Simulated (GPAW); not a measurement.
In3As:

```
CELL_PARAMETERS angstrom
4.67168 0.00000 0.00000
0.00000 4.67168 0.00000
0.00000 0.00000 4.67168
ATOMIC_POSITIONS crystal
In 0.50000 0.50000 0.00000
In 0.50000 0.00000 0.50000
In 0.00000 0.50000 0.50000
As 0.00000 0.00000 0.00000
```

The cell comes from a database or a generator and needn't be the stable form of this composition.

* Program: GPAW 26.7.0
* Task: relaxation of cell and atoms
* Functional: PBEsol
* Dispersion: D3(BJ)+ATM
* Potentials or basis: PAW data sets generated in the run's folder for this functional
* Cutoff: 600 eV
* Basis: pw
* k mesh: 6 × 6 × 6
* Occupations: fermi-dirac, width 0.05 eV
* Spin: no spin polarisation

At the start: pressure -4.7 GPa; volume 25.49 Å³/atom.

Problem. Where does the relaxation end?

Solution. Over 4 steps the energy falls by 40.7 meV/atom and the volume is 22.95 Å³/atom (-10.0 %); space group Pm-3m (No. 221, to 0.05 Å).

Step by step:
```csv
step,energy change (eV),largest force (eV/Å),pressure (GPa),volume (Å³)
1,0.0000,0.0000,-4.75,101.96
2,-0.0233,0.0000,-4.47,101.14
3,-0.1579,0.0000,0.92,90.16
4,-0.1628,0.0000,-0.10,91.79
```

Final structure:
```
In As
1.0
     4.51092    0.00000    0.00000
     0.00000    4.51092    0.00000
     0.00000    0.00000    4.51092
In As
3 1
Direct
  0.50000 0.50000 0.00000
  0.50000 0.00000 0.50000
  0.00000 0.50000 0.50000
  0.00000 0.00000 0.00000
```

Caveat: later steps reuse the first step's grids; pairwise dispersion overbinds metals, which lowers pressure and volume.
